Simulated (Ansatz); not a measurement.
# ZnS: an axial (c/a) deformation path

One table from this session's results is given with a row withheld; the runs are named, their logs left out.

Program: Ansatz 0.2.0. Level of theory: DFT PBE, scalar-relativistic, plane waves, PAW. These are calculated values, not measurements.

## Starting point

It takes space group P6_3mc (No. 186, hexagonal). Conventional cell: a = 3.811 Å, b = 3.811 Å, c = 6.234 Å, α = 90.00°, β = 90.00°, γ = 120.00°. Around Zn (site symmetry 3m) lie 4 S at 2.31 to 2.40 Å. S (site symmetry 3m) has 4 Zn at 2.31 to 2.40 Å in its first shell of neighbours.

As a file:

```xyz
4
Lattice="3.8110 0.0000 0.0000 -1.9055 3.3004 0.0000 0.0000 0.0000 6.2340" Properties=species:S:1:pos:R:3 pbc="T T T"
Zn    0.0000    2.2003    0.0000
Zn    1.9055    1.1001    3.1170
S     0.0000    2.2003    2.4001
S     1.9055    1.1001    5.5171
```

No relaxation comes first: the listed cell is the starting point.

## Zero of energy

The reference gives a free energy of -8445.4207 eV, pressure 2.33 GPa, largest force 0.319 eV/Å and gap on the mesh 2.25 eV. It was computed beforehand with the settings of the runs below.

The first run:

At fixed volume and fractional coordinates, lengths along (0.000, 0.000, 1.000) are scaled against those across it; ρ is that ratio over its starting value.

input.yaml reads:

```yaml
crystal:
  lattice:
    - [4.0231463824, 0.0, 0.0]
    - [-2.0115731912, 3.4841469703, 0.0]
    - [0.0, 0.0, 5.5938748836]
  atoms:
    - { symbol: Zn, position: [0.3333333333, 0.6666666667, 0.0] }
    - { symbol: Zn, position: [0.6666666667, 0.3333333333, 0.5] }
    - { symbol: S, position: [0.3333333333, 0.6666666667, 0.385] }
    - { symbol: S, position: [0.6666666667, 0.3333333333, 0.885] }
basis:
  ecutwfc: 420
kpoints:
  mp_grid: { grid: [12, 12, 6] }
hamiltonian:
  xc: pbe
scf:
  occupations: { method: gaussian, width: 0.05 }
output:
  forces: true
  stress: true
  eigenvalues: true
```

The run is started by

```
$ ansatz run input.yaml --threads 1 --pin off --max-ram 2560MiB --backend cpu --events-out ev --progress --plain --runs-dir out
```

Steps of the session up to this table: ρ = 0.850; Point ρ = 1.200; At ρ = 0.920; Point ρ = 1.100; At ρ = 0.960; At ρ = 1.050; At ρ = 0.800; ρ = 1.300.

One of the session's tables, all rows but one given; the rest of the session is left out.

Collected from the runs (energy zero: the undisturbed cell):

| ρ | ΔE (meV/atom) | pressure (GPa) | gap on the mesh (eV) |
| --- | --- | --- | --- |
| 0.800 | 281.4 | 7.7 | 1.53 |
| 0.850 | ? | ? | ? |
| 0.920 | 25.6 | 2.5 | 2.12 |
| 0.960 | 2.4 | 2.2 | 2.18 |
| 1.000 | 0.0 | 2.3 | 2.25 |
| 1.050 | 20.1 | 3.0 | 2.15 |
| 1.100 | 60.0 | 4.2 | 1.98 |
| 1.200 | 181.7 | 7.5 | 1.50 |
| 1.300 | 340.3 | 11.6 | 0.91 |

Estimate the missing values for ρ = 0.850.

Worked estimate for «ΔE (meV/atom)». A straight line through the neighbours (0.800, 281.4) and (0.920, 25.6) gives 281.4 + (25.6 − 281.4) × (0.850 − 0.800) / (0.920 − 0.800) = 174.8; a parabola fitted to 3 rows on both sides gives 140.9.

**Answer.** ΔE (meV/atom): 133.4; pressure (GPa): 4.7; gap on the mesh (eV): 1.81. In «ΔE (meV/atom)» the line misses by +41.4 and the parabola by +7.5.
